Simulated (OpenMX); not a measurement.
Wanted: the native input for an OpenMX 3.8.5 run.

```yaml
Task: band structure
Functional: PBE
Potentials_or_basis: OpenMX 2013 PBE set, Sb7.0-s3p2d1, Mn6.0-s2p2d1, grid cutoff 500 Ry
k_mesh: 7 × 7 × 5
Occupations: fermi-dirac, width 0.05 eV
Spin: collinear spin, ferromagnetic start
Starting_moments: "[0.0, 0.0, 4.0, 4.0] μB"
Mixing_scheme: rmm-diisk
SCF_threshold: 1e-08 Ha
Solver: band
Max_SCF_cycles: 160
```

Crystal: MnSb.

```
CELL_PARAMETERS angstrom
4.15000 0.00000 0.00000
-2.07500 3.59401 0.00000
0.00000 0.00000 5.78000
ATOMIC_POSITIONS crystal
Sb 0.66667 0.33333 0.75000
Sb 0.33333 0.66667 0.25000
Mn 0.00000 0.00000 0.50000
Mn 0.00000 0.00000 0.00000
```

These files were run (other wordings do the same):

MnSb.dat

```
System.CurrrentDirectory             ./
System.Name                          MnSb
DATA.PATH                            ./DFT_DATA13
level.of.stdout                      1
level.of.fileout                     0
Species.Number                       2
<Definition.of.Atomic.Species
  Sb  Sb7.0-s3p2d1           Sb_PBE13
  Mn  Mn6.0-s2p2d1           Mn_PBE13
Definition.of.Atomic.Species>

Atoms.Number                         4
Atoms.SpeciesAndCoordinates.Unit     FRAC
<Atoms.SpeciesAndCoordinates
    1  Sb    0.6666666667    0.3333333333    0.7500000000   7.500  7.500
    2  Sb    0.3333333333    0.6666666667    0.2500000000   7.500  7.500
    3  Mn    0.0000000000    0.0000000000    0.5000000000   9.500  5.500
    4  Mn    0.0000000000    0.0000000000    0.0000000000   9.500  5.500
Atoms.SpeciesAndCoordinates>

Atoms.UnitVectors.Unit               Ang
<Atoms.UnitVectors
     4.1500000000    0.0000000000    0.0000000000
    -2.0750000000    3.5940054257    0.0000000000
     0.0000000000    0.0000000000    5.7800000000
Atoms.UnitVectors>

scf.XcType                           GGA-PBE
scf.SpinPolarization                 on
scf.ElectronicTemperature            580.226
scf.energycutoff                     500.0
scf.maxIter                          160
scf.EigenvalueSolver                 band
scf.Kgrid                            7 7 5
scf.Mixing.Type                      rmm-diisk
scf.Init.Mixing.Weight               0.01
scf.Min.Mixing.Weight                0.001
scf.Max.Mixing.Weight                0.2
scf.Mixing.History                   40
scf.Mixing.StartPulay                15
scf.criterion                        1.0e-8
scf.stress.tensor                    on
MD.Type                              nomd
Band.dispersion                      on
Band.Nkpath                          9
<Band.kpath
    8   0.000000  0.000000  0.000000    0.500000  0.000000  0.000000  G M
    5   0.500000  0.000000  0.000000    0.333333  0.333333  0.000000  M K
    9   0.333333  0.333333  0.000000    0.000000  0.000000  0.000000  K G
    5   0.000000  0.000000  0.000000    0.000000  0.000000  0.500000  G A
    8   0.000000  0.000000  0.500000    0.500000  0.000000  0.500000  A L
    5   0.500000  0.000000  0.500000    0.333333  0.333333  0.500000  L H
    9   0.333333  0.333333  0.500000    0.000000  0.000000  0.500000  H A
    5   0.500000  0.000000  0.500000    0.500000  0.000000  0.000000  L M
    5   0.333333  0.333333  0.000000    0.333333  0.333333  0.500000  K H
Band.kpath>
```

Potentials or basis: OpenMX 2013 PBE set, Sb7.0-s3p2d1, Mn6.0-s2p2d1, grid cutoff 500 Ry.

Run with:

```bash
$ openmx MnSb.dat -nt 1 > MnSb.std
```

Results of the run:

The pressure is 3.8 GPa, the largest force is 0.006 eV/Å and the band gap along the path is none (metal or under the smearing width). The net moment is 7.35 μB per cell and the site moments are Sb -0.41; Mn +4.08 μB. The mulliken charges are Sb -0.33; Mn +0.33 e.

Caveat: the transition metal has a single d function, too few for pressures, volumes and moments; Mulliken charges move with the basis; spin-orbit coupling is left out, which moves the levels of the heavy elements; the basis of atomic orbitals isn't converged, which shifts pressures, moduli and gaps; only a ferromagnetic start was run, and an antiferromagnetic order may lie lower in energy.

Wall time 2.6 min on 1 thread of Arm Neoverse V2, with other jobs on the host, peak memory 1.3 GiB.
